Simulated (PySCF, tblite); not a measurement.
**C₅H₉F₃O₂Si: geometry, infrared bands and NMR shifts**

Wanted: the infrared bands and NMR shifts of C₅H₉F₃O₂Si (`C[C@@H]1CO[SiH2]O[C@H]1C(F)(F)F`), by calculation.

The runs use tblite 0.8.0 and PySCF 2.14.0, with density-fitted response routines of our own; the level of theory stands in each step. All values are computed, except where a source is named. Atoms count from 0, in the outputs and in this text.

## 1. The molecule as given

20 atoms, charge 0, multiplicity 1; geometry from: force field or distance geometry start.

Bonds of the start (Å): C0–C1 1.54, C1–C2 1.54, C2–O3 1.40, O3–Si4 1.67, Si4–O5 1.66, O5–C6 1.44, C6–C7 1.54, C7–F8 1.35, C7–F9 1.35, C7–F10 1.34, C6–C1 1.56, C0–H11 1.09, C0–H12 1.10, C0–H13 1.10, C1–H14 1.09, C2–H15 1.09, C2–H16 1.10, Si4–H17 1.48, Si4–H18 1.47, C6–H19 1.10.

## 2. Optimising the geometry with GFN2-xTB

The job: settings as JSON, then the geometry in Å.

```
{"job": {"kind": "relax", "xc": "GFN2-xTB", "basis": "xTB"}, "charge": 0, "multiplicity": 1}
C     -1.730000    -0.991400     0.784500
C     -0.963200    -0.087400    -0.197100
C     -0.163500    -0.957500    -1.190200
O      0.865100    -1.708500    -0.597200
Si     1.968200    -0.906800     0.359600
O      1.064400     0.176100     1.239000
C     -0.016700     0.869900     0.587900
C      0.443500     2.073700    -0.258800
F     -0.631000     2.773900    -0.688900
F      1.127400     1.698200    -1.354900
F      1.211700     2.912400     0.448400
H     -1.084100    -1.619900     1.395000
H     -2.425600    -1.646500     0.247800
H     -2.339600    -0.381100     1.463600
H     -1.699800     0.509200    -0.740400
H      0.240900    -0.343800    -1.993000
H     -0.853900    -1.661500    -1.672100
H      2.903300    -0.162500    -0.512600
H      2.673700    -1.840500     1.257000
H     -0.595900     1.304700     1.419300
```

Launch:

```sh
OMP_NUM_THREADS=1 python probes_run.py task.json out
```

The driver reads the jobs from task.json and runs them one after another.

**Question.** This job is followed by: GFN2-xTB harmonic vibrations, gas phase; GIAO PBE0/pcSseg-1 NMR shielding, non-relativistic, gas phase. What will the session give for the following? strongest single infrared mode (GFN2-xTB); zero-point energy (GFN2-xTB); ¹³C shifts against TMS (PBE0/pcSseg-1); ¹H shifts against TMS (PBE0/pcSseg-1, means over atoms taken as alike); ¹⁷O shifts against H2O (PBE0/pcSseg-1); ²⁹Si shifts against TMS (PBE0/pcSseg-1); ¹⁹F shifts against CFCl3 (PBE0/pcSseg-1, means over atoms taken as alike).

The runs gave:

| quantity | value |
| --- | --- |
| strongest single infrared mode (GFN2-xTB) | 2327 cm⁻¹, 319 km/mol |
| zero-point energy (GFN2-xTB) | 87.9 kcal/mol |
| ¹³C shifts against TMS (PBE0/pcSseg-1) | 135.0, 78.7, 66.8, 35.5, 19.0 ppm |
| ¹H shifts against TMS (PBE0/pcSseg-1, means over atoms taken as alike) | 5.14, 4.94, 4.86, 4.34, 3.98, 1.85, 1.54 ppm |
| ¹⁷O shifts against H2O (PBE0/pcSseg-1) | 25.9, 17.6 ppm |
| ²⁹Si shifts against TMS (PBE0/pcSseg-1) | -32.8 ppm |
| ¹⁹F shifts against CFCl3 (PBE0/pcSseg-1, means over atoms taken as alike) | -91.3 ppm |

**Reading.** Over 86 steps the energy fell by 0.274 eV; of the close pairs, O5–C6 changed most, 1.440 to 1.384 Å. All 54 modes are real, so the xTB geometry is a minimum. The strongest single mode, at 2327 cm⁻¹, moves mainly H17. Unscaled tight-binding wavenumbers are off by several per cent, some by more. Its intensities can rank the bands wrongly. At PBE0/pcSseg-1: The widest tensor belongs to F8, F9, F10: span 162 ppm, with a paramagnetic part of -211 ppm.
